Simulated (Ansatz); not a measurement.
# H2S2Sn: the cost of one run

Program: Ansatz 0.2.0. Level of theory: RKS PBE/def2-SVP. These are calculated values, not measurements.

**1. The starting structure**

Bond lengths: S1–Sn2 2.405 Å, Sn2–S3 2.385 Å, S1–H4 1.366 Å, S3–H5 1.421 Å. Angles: S1–Sn2–S3 107.4°, Sn2–S1–H4 90.7°, Sn2–S3–H5 93.4°.

As a file:

```xyz
5

S    -1.7052   -0.2666   -0.8782
Sn   -0.1717    1.3628    0.0032
S     1.7093    0.1787    0.8691
H    -1.7675   -0.8906    0.3356
H     1.9849   -0.4578   -0.3710
```

**2. Relaxing end A**

input.yaml

```yaml
crystal:
  periodic: [false, false, false]
  atoms:
    - { symbol: S, position_ang: [-1.7052, -0.2666, -0.8782] }
    - { symbol: Sn, position_ang: [-0.1717, 1.3628, 0.0032] }
    - { symbol: S, position_ang: [1.7093, 0.1787, 0.8691] }
    - { symbol: H, position_ang: [-1.7675, -0.8906, 0.3356] }
    - { symbol: H, position_ang: [1.9849, -0.4578, -0.371] }
basis:
  gaussian: { orbitals: def2-SVP }
hamiltonian:
  xc: pbe
relax:
  f_tol: 0.015
  max_steps: 40
```

Run with:

```
> ansatz run input.yaml --threads 1 --pin off --max-ram 2048MiB --backend cpu --events-out ev --progress --plain --runs-dir out
```

**Question.** How long does this run take on 1 thread of Arm Neoverse V1, shared host, and how much memory does it need?

About 22 s, with a peak of 0.12 GiB.
